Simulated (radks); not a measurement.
**In²²⁺ in [Ar] 3d9: an all-electron calculation**

Wanted: eigenvalues, radial structure and energy terms of the indium ion In22+.

Program: radks (a radial shooting solver on a logarithmic mesh, Libxc functionals) version 1. Level of theory: Dirac Kohn-Sham, BLYP, spin-unpolarised, spherical densities, finite nucleus; open shells are shared between the two j in proportion to 2j + 1. These are calculated values, not measurements, unless marked.

### 1 The atom as given

```
element            : indium (Z = 49)
charge             : +22
electrons          : 27
configuration      : [Ar] 3d9
nuclear rms radius : 4.6156 fm
```

Outer shells as boxes (Hund's rule):

In²²⁺
```
[Ar] core
3d [↑↓][↑↓][↑↓][↑↓][↑ ]
```

### 2 Self-consistent calculation

The run's settings:

```text
Z 49
configuration [Ar] 3d9 4s0 4p0 4d0 4f0
relativity Dirac
functional b88,lyp
spin unpolarised
j_filling average
nucleus finite rms 4.6156 fm
c 137.035999084
```

**Question.** What will this run give?

**Answer**, as computed:

| quantity | value |
| --- | --- |
| total energy | -5654.60586 hartree |
| exchange-correlation share of it | 2.43 % |
| −T/E | 1.0524 |
| highest occupied level | 3d5/2, -1078.6 eV |
| most extended occupied level | 3s1/2, <r> = 0.340 bohr |
| radius at density 0.001 e/bohr³ | 1.07 bohr |
| maxima of the radial density | 3 |
| ionisation energy, NIST | 1109 (theory) eV |

3 principal shells are occupied and 3 maxima appear in the radial density. −T/E is 1.052: with relativity the kinetic term as defined here no longer equals −E. Minus the highest eigenvalue, 1078.6 eV, is 97 % of the tabulated ionisation energy (1109 eV). Spin polarisation and multiplet splitting are left out. Sharing an open shell by 2j + 1 raises it above the true ground level by a part of the spin-orbit splitting, which enters the differences from NIST.
